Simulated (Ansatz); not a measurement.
# GaH₆OPSi: basis-set convergence

How large a basis does GaH₆OPSi need? Two functionals are run in growing sets.

Method: one geometry, several basis sets; program: Ansatz 0.2.0, Gaussian basis.

Levels to be run: PBE0-D4/def2-SVP; ωB97M-V/def2-SVP; PBE0-D4/def2-QZVPP; ωB97M-V/def2-QZVPP; the functionals' def2-TZVPP values are taken from earlier runs.

### 1 The geometry

The geometry comes from an earlier relaxation with PBE0-D4 in a triple-zeta def2 set; it is a stationary point, not always the lowest conformer.

SMILES `OP[SiH2][GaH2]`, 10 atoms, charge 0, spin multiplicity 1.

Atoms are counted from 1 here; the program's logs count them from 0.

Bond lengths: O1–P2 1.729 Å, O1–H5 0.962 Å, P2–Si3 2.287 Å, P2–H6 1.421 Å, Si3–Ga4 2.433 Å, Si3–H7 1.489 Å, Si3–H8 1.489 Å, Ga4–H9 1.569 Å, Ga4–H10 1.574 Å. Angles: P2–O1–H5 111.6°, O1–P2–Si3 90.8°, O1–P2–H6 95.9°, Si3–P2–H6 95.0°, P2–Si3–Ga4 84.6°, P2–Si3–H7 108.6°, P2–Si3–H8 110.2°, Ga4–Si3–H7 120.1°, Ga4–Si3–H8 122.0°, H7–Si3–H8 107.8°, Si3–Ga4–H9 119.7°, Si3–Ga4–H10 118.2°, H9–Ga4–H10 121.0°.

### 2 PBE0-D4 in def2-SVP

Contents of in.yaml:

```yaml
crystal:
  periodic: [false, false, false]
  atoms:
    - {symbol: O, position_ang: [-0.353329, 1.308898, -0.625393]}
    - {symbol: P, position_ang: [-1.060746, -0.087080, -1.360263]}
    - {symbol: Si, position_ang: [0.046692, -1.455173, 0.099786]}
    - {symbol: Ga, position_ang: [0.999891, 0.613408, 0.954120]}
    - {symbol: H, position_ang: [-0.105389, 1.967165, -1.281231]}
    - {symbol: H, position_ang: [-2.266501, -0.053332, -0.608515]}
    - {symbol: H, position_ang: [0.892802, -2.399368, -0.681533]}
    - {symbol: H, position_ang: [-0.926553, -2.261047, 0.887660]}
    - {symbol: H, position_ang: [0.386335, 1.280207, 2.235189]}
    - {symbol: H, position_ang: [2.386780, 1.086323, 0.380189]}
basis:
  gaussian: {orbitals: def2-SVP}
hamiltonian: {xc: pbe0, dispersion: d4}
output: {orbitals: {seedname: orbitals}}
```

The run is started by

```sh
$ ansatz run in.yaml --threads 2 --pin off --events-out ev --progress --plain --max-ram 31744MiB --backend cpu
```

After this run come: ωB97M-V in def2-SVP; PBE0-D4 in def2-QZVPP; ωB97M-V in def2-QZVPP.

Before running them: what should the planned runs give, taken together? Wanted: PBE0-D4: double and triple zeta above quadruple; ωB97M-V: double and triple zeta above quadruple.

**Answer**, as computed:

| quantity | value |
| --- | --- |
| PBE0-D4: double and triple zeta above quadruple | 17.18, 1.86 eV |
| ωB97M-V: double and triple zeta above quadruple | 17.16, 1.79 eV |

What this shows: PBE0-D4 gains 15.32 eV from double to triple zeta, then 1.86 eV more. These are total energies; as a rule much of such shifts cancels in differences, which this series doesn't test.
